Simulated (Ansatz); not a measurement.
Runs of Ansatz 0.2.0 on TiSn. Symmetry: Fm-3m, No. 225, cubic system. Conventional cell: a = 5.601 Å, b = 5.601 Å, c = 5.601 Å, α = 90.00°, β = 90.00°, γ = 90.00°. Ti (site symmetry m-3m) is surrounded by 6 Sn at 2.80 Å. Sn (site symmetry m-3m) is surrounded by 6 Ti at 2.80 Å. The cell was built by a generator and needn't be a form met in nature.

```csv
level,cutoff (eV),gap on the mesh (eV),pressure (GPa)
PBE,420,none,0.0
LDA,420,none,-6.4
PBEsol,420,none,(a)
BLYP,420,none,4.0
r2SCAN,500,none,(b)
```

Alike in all rows: task band structure; potentials or basis Ansatz PAW; no spin polarisation; cell as given; k mesh 5 × 5 × 5; smearing fermi-dirac 0.05 eV; the mesh is coarse, so values aren't converged.

Q: Estimate the missing entries.

A: (a) -3.7; (b) -0.9.

Caveats: all runs use coarse meshes; spin-orbit coupling is left out, which moves the levels of the heavy elements; the PAW data sets come from PBE, with cores solved anew for the run's functional, which leaves a small shift of forces and pressure (some runs).

A k mesh can miss the band edges, and the runs leave out spin-orbit coupling on Sn.

A gap of «none» marks a metal or a gap under the smearing width.
